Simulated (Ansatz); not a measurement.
Task: a rigid scan of one bond length of CH4OSiTe, SMILES [TeH][SiH]1CO1, with Ansatz's Python interface. Give the script and its output. Settings (for the species named): Hartree-Fock, def2-SVP basis, multiplicity 1.

Input file `ch4osite.xyz`:
```text
8

Te   -1.14970    1.82240   -1.26300
Si    0.31580    0.78280    0.36980
C     0.23010   -1.05220    0.40620
O     1.25550   -0.50880   -0.44650
H    -2.10230    0.38680   -1.43690
H     1.30490    1.56760    1.14640
H    -0.55050   -1.53420   -0.11610
H     0.78840   -1.52140    1.28430
```

Script `ch4osite_scan.py`:
```python
'''Stretching a bond of CH4OSiTe, the rest held rigid.'''

import logging
import sys

import ansatz as az
import numpy as np

logging.basicConfig(stream=sys.stdout, format='%(levelname)s:%(name)s:%(message)s')
log = logging.getLogger('calc')
log.setLevel(logging.INFO)

mol = az.Crystal.molecule_from_extxyz('ch4osite.xyz')

symbols = [site.symbol for site in mol.cartesian_sites]
start = np.array([site.position_ang for site in mol.cartesian_sites])
axis = (start[7] - start[2]) / np.linalg.norm(start[7] - start[2])
moving = [7]
lengths, energies = [1.004, 1.05, 1.096, 1.141, 1.187, 1.233, 1.278, 1.347], []
for length in lengths:
    xyz = start.copy()
    xyz[moving] += (length - np.linalg.norm(start[7] - start[2])) * axis
    point = az.Crystal.molecule()
    for symbol, place in zip(symbols, xyz):
        point = point.atom(symbol, place.tolist())
    calc = (
        point.calculation()
        .basis(gaussian='def2-SVP')
        .functional('hf')
    )
    report = calc.run().report
    energies.append(report['free_energy_ev'])
    log.info(f'r = {length:6.3f} A  E = {energies[-1]:.5f} eV  <S^2> = {abs(report["mean_field"]["state"]["spin_squared"]):.3f}')

# quartic fit about the minimum
fit = np.polynomial.Polynomial.fit(lengths, np.array(energies) - min(energies), 4).convert()
roots = [r.real for r in fit.deriv().roots() if abs(r.imag) < 1e-9 and fit.deriv(2)(r.real) > 0]
r_e = min(roots, key=lambda r: abs(r - lengths[int(np.argmin(energies))]))
log.info(f'minimum of the fit at {r_e:.4f} A, force constant {fit.deriv(2)(r_e):.2f} eV/A^2')
```

```console
$ python ch4osite_scan.py
INFO:calc:r =  1.004 A  E = -18252.09124 eV  <S^2> = 0.000
INFO:calc:r =  1.050 A  E = -18252.21232 eV  <S^2> = 0.000
INFO:calc:r =  1.096 A  E = -18252.23661 eV  <S^2> = 0.000
INFO:calc:r =  1.141 A  E = -18252.18814 eV  <S^2> = 0.000
INFO:calc:r =  1.187 A  E = -18252.08208 eV  <S^2> = 0.000
INFO:calc:r =  1.233 A  E = -18251.93276 eV  <S^2> = 0.000
INFO:calc:r =  1.278 A  E = -18251.75545 eV  <S^2> = 0.000
INFO:calc:r =  1.347 A  E = -18251.44186 eV  <S^2> = 0.000
INFO:calc:minimum of the fit at 1.0864 A, force constant 37.25 eV/A^2
```

Notes:
- Total energies depend on the basis set; only differences at equal settings carry meaning.
- The rest of the molecule is held rigid at a force-field or estimated start geometry, and the basis set is modest; single-reference methods fail as a bond breaks.
- def2 sets replace the cores of elements past krypton by effective core potentials.
- Hartree-Fock leaves correlation out, so bond, atomisation and ionisation energies come out well too low.
- The orbitals are restricted, so S² is zero by construction.
- Hardware and time: 7.7 s on 1 thread of Intel(R) Xeon(R) 6975P-C (Granite Rapids), on a shared host, peak memory 0.25 GiB.
